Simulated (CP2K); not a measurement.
Runs of CP2K 2026.2 on CsLiCr2Te2S3. Symmetry: P3m1, No. 156, trigonal system. Conventional cell: a = 3.604 Å, b = 3.604 Å, c = 19.067 Å, α = 90.00°, β = 90.00°, γ = 120.00°. Cs (site symmetry 3m) has 3 S at 3.38 Å and 6 Cs at 3.60 Å and 3 Te at 3.77 Å as nearest neighbours. Around Li (site symmetry 3m) lie 6 S at 2.63 to 2.66 Å. Around Cr (site symmetry 3m) lie 3 S at 2.40 Å and 3 Te at 2.74 Å. Cr (site symmetry 3m) is surrounded by 6 S at 2.43 to 2.45 Å. Te (site symmetry 3m) has 6 Te at 3.60 Å and 3 Cs at 3.77 Å as nearest neighbours. Te (site symmetry 3m) is surrounded by 3 Cr at 2.74 Å. S (site symmetry 3m) has 3 Cr at 2.45 Å and 3 Li at 2.63 Å as nearest neighbours. S (site symmetry 3m) has 3 Cr at 2.40 Å and 3 Li at 2.66 Å as nearest neighbours. The cell was built by a generator and needn't be a form met in nature.

```tsv
level	cutoff of the non-local correlation (Ry)	pressure (GPa)	moment (μB)	largest force (eV/Å)
r2SCAN	-	-	5.75	-
RPBE	-	-	5.66	-
PBEsol	-	(a)	5.64	0.20
LDA	-	-3.2	5.63	0.38
vdW-DF-cx	300	-	5.65	-
```

Alike in all rows: task band structure; potentials or basis POTENTIAL_UZH Cs GTH-PBE-q9, Li GTH-PBE-q3, Te GTH-PBE-q6, S GTH-PBE-q6; GTH_POTENTIALS Cr GTH-PBE-q14; TZVP-MOLOPT-PBE-GTH, TZVP-MOLOPT-SR-GTH basis; spin collinear, ferromagnetic start; cell as given; k mesh 9 × 9 × 2; smearing fermi-dirac 0.05 eV.

Task: Estimate the missing entries.

Result: (a) -1.6.

Caveats: the potentials were made for another functional, which shifts forces and pressure; the basis of atomic orbitals isn't converged, which shifts pressures, moduli and gaps; the total moment is fixed, so each spin has its own Fermi level; only a ferromagnetic start was run, and an antiferromagnetic order may lie lower in energy; the gradient functional as typed is unsteady where the spins cancel, so forces, pressure and what rests on them aren't listed (some runs).

Runs at the PBE level aren't shown here.
